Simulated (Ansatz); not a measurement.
# CH5ClSeSi: the cost of one run

Program: Ansatz 0.2.0 through its Python package. Level of theory: PBE/def2-SVP. These are calculated values, not measurements.

## (1) The system

Bond lengths: C1–Se2 1.880 Å, Se2–Si3 2.293 Å, Si3–Cl4 2.025 Å, C1–H5 1.139 Å, C1–H6 1.153 Å, C1–H7 1.100 Å, Si3–H8 1.505 Å, Si3–H9 1.490 Å. Angles: C1–Se2–Si3 91.5°, Se2–C1–H5 112.2°, Se2–C1–H6 112.8°, Se2–C1–H7 113.0°, H5–C1–H6 105.0°, H5–C1–H7 105.7°, H6–C1–H7 107.6°, Se2–Si3–Cl4 108.9°, Se2–Si3–H8 106.1°, Se2–Si3–H9 109.5°, Cl4–Si3–H8 109.8°, Cl4–Si3–H9 114.2°, H8–Si3–H9 108.0°.

No structure file is read: the coordinates are typed or built in the script.

## (2) The script

run_bend.py

```python
"""Bending curve of CH5ClSeSi."""

import ansatz as az
from ase import Atoms

atoms = Atoms(["C", "Se", "Si", "Cl", "H", "H", "H", "H", "H"], positions=[
    (0.0708, 1.1836, -0.9278),
    (1.5037, 0.1911, -0.2232),
    (0.0721, -1.138, 0.9785),
    (-0.9795, -2.299, -0.3052),
    (0.4226, 2.0163, -1.6204),
    (-0.5466, 1.7153, -0.1126),
    (-0.6226, 0.5722, -1.5242),
    (0.9395, -2.0022, 1.8542),
    (-0.7715, -0.2857, 1.8635),
])

# relax first, so that the scan starts from a minimum
first = az.Crystal.molecule_from_ase(atoms).calculation()
first = first.basis(gaussian="def2-SVP")
first = first.functional("PBE").relax(force_tolerance=0.02, max_steps=80)
atoms.positions = first.run(threads=1).report["positions_ang"]

rows = []
for angle in [90, 100, 110, 120, 135, 150, 165, 179]:
    bent = atoms.copy()
    bent.set_angle(2, 1, 0, angle, indices=[0, 4, 5, 6])
    base = (
        az.Crystal.molecule_from_ase(bent).calculation()
        .basis(gaussian="def2-SVP")
        .functional("PBE")
    )
    rows.append((angle, base.run(threads=1).report["free_energy_ev"]))
floor = min(e for _, e in rows)
for angle, e in rows:
    print(f"angle Si2-Se1-C0 = {angle:3d} deg   {1000 * (e - floor):9.1f} meV")
```

## (3) Running it

On the command line:

```bash
> python run_bend.py
```

What time and memory should one allow on 1 thread of Arm Neoverse V1, shared host?

About 46 s, with a peak of 0.23 GiB.
